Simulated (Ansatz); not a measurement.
# C2H6AlClO: a ladder of functionals and wavefunction methods

One table from this session's results is given with a row withheld; the runs are named, their logs left out.

Program: Ansatz 0.2.0, Gaussian basis. Level of theory: functionals in def2-TZVPP, the program's frozen cores in correlated methods. These are calculated values, not measurements.

Levels to be run: PBE-D4, r2SCAN-D4, PBE0-D4, B3LYP-D4, ωB97X-V, ωB97M-V, B2PLYP; CCSD(T)/def2-TZVPP; MP2/def2-QZVPP; extrapolation to the limit.

### The geometry

The geometry comes from an earlier relaxation with PBE0-D4 in a triple-zeta def2 set; it is a stationary point, not always the lowest conformer.

SMILES `C[O][AlH][CH2]Cl`, 11 atoms, charge 0, spin multiplicity 1.

Atoms are counted from 1 here; the program's logs count them from 0.

Bond lengths: C1–O2 1.394 Å, C1–H6 1.098 Å, C1–H7 1.095 Å, C1–H8 1.096 Å, O2–Al3 1.685 Å, Al3–C4 1.956 Å, Al3–H9 1.571 Å, C4–Cl5 1.846 Å, C4–H10 1.087 Å, C4–H11 1.088 Å. Angles: O2–C1–H6 112.8°, O2–C1–H7 110.0°, O2–C1–H8 110.5°, H6–C1–H7 107.8°, H6–C1–H8 107.7°, H7–C1–H8 107.9°, C1–O2–Al3 135.4°, O2–Al3–C4 119.5°, O2–Al3–H9 118.7°, C4–Al3–H9 121.8°, Al3–C4–Cl5 84.3°, Al3–C4–H10 121.4°, Al3–C4–H11 121.6°, Cl5–C4–H10 106.1°, Cl5–C4–H11 106.1°, H10–C4–H11 110.6°.

Coordinates:

```xyz
11
C2H6AlClO
C    -1.3031    1.0170    1.0092
O    -0.5449   -0.1249    1.2640
Al    0.5470   -1.0602    0.3848
C     0.8653   -0.6514   -1.5010
Cl    2.2754    0.3502   -0.8564
H    -1.3277    1.2830   -0.0562
H    -2.3359    0.8625    1.3392
H    -0.9000    1.8753    1.5578
H     1.2579   -2.2632    1.1028
H     1.3011   -1.3857   -2.1742
H     0.2301    0.0404   -2.0495
```

Set-up of the first run:

in.yaml reads:

```yaml
crystal:
  periodic: [false, false, false]
  atoms:
    - {symbol: C, position_ang: [-1.303113, 1.016983, 1.009190]}
    - {symbol: O, position_ang: [-0.544921, -0.124907, 1.263961]}
    - {symbol: Al, position_ang: [0.546996, -1.060247, 0.384811]}
    - {symbol: C, position_ang: [0.865320, -0.651366, -1.500961]}
    - {symbol: Cl, position_ang: [2.275385, 0.350171, -0.856388]}
    - {symbol: H, position_ang: [-1.327663, 1.282950, -0.056166]}
    - {symbol: H, position_ang: [-2.335858, 0.862462, 1.339192]}
    - {symbol: H, position_ang: [-0.899951, 1.875334, 1.557813]}
    - {symbol: H, position_ang: [1.257861, -2.263165, 1.102845]}
    - {symbol: H, position_ang: [1.301126, -1.385748, -2.174214]}
    - {symbol: H, position_ang: [0.230117, 0.040433, -2.049484]}
basis:
  gaussian: {orbitals: def2-TZVPP}
hamiltonian: {xc: pbe, dispersion: d4}
output: {forces: true, orbitals: {seedname: orbitals}}
```

The run is started by

```console
> ansatz run in.yaml --threads 4 --pin off --events-out ev --progress --plain --max-ram 10444MiB
```

Steps of the session up to this table: PBE-D4 (GGA); r2SCAN-D4 (meta-GGA); PBE0-D4 (hybrid); B3LYP-D4 (hybrid); ωB97X-V (range-separated); ωB97M-V (range-separated); B2PLYP (double hybrid); CCSD(T) in def2-TZVPP; MP2 in def2-QZVPP.

One table of the session follows, with a row left open; its other results are not shown here.

| method | atomisation energy (kJ/mol) |
| --- | --- |
| PBE-D4 | 3942.7 |
| r2SCAN-D4 | 3901.2 |
| PBE0-D4 | 3878.7 |
| B3LYP-D4 | 3872.8 |
| ωB97X-V | 3893.1 |
| ωB97M-V | 3898.4 |
| B2PLYP | 3837.2 |
| HF/def2-TZVPP | 2843.4 |
| MP2/def2-TZVPP | ? |
| CCSD/def2-TZVPP | 3731.5 |
| CCSD(T)/def2-TZVPP | 3788.3 |
| MP2/CBS | 3956.4 |
| CCSD(T)/CBS | 3890.1 |

Estimate the missing values for MP2/def2-TZVPP.

**Answer.** atomisation energy (kJ/mol): 3854.6. In the column «atomisation energy (kJ/mol)» it lies between B2PLYP (3837.2) and B3LYP-D4 (3872.8).

Among the levels timed on like hardware and quicker than the yardstick, those that no quicker one beats, quickest first: PBE-D4 (2.6 s, +52.6 kJ/mol); PBE0-D4 (3.2 s, -11.4 kJ/mol); r2SCAN-D4 (5 s, +11.2 kJ/mol); ωB97X-V (8 s, +3.1 kJ/mol).

B2PLYP carry no dispersion term (for B3LYP, D4 adds 35.3 kJ/mol).

Caveats from the session: Free atoms (2 C, 1 O, 1 Al, 1 Cl, 6 H) were run apart at each level; the atomisation energy is their sum less the molecule, without zero-point or spin-orbit terms.
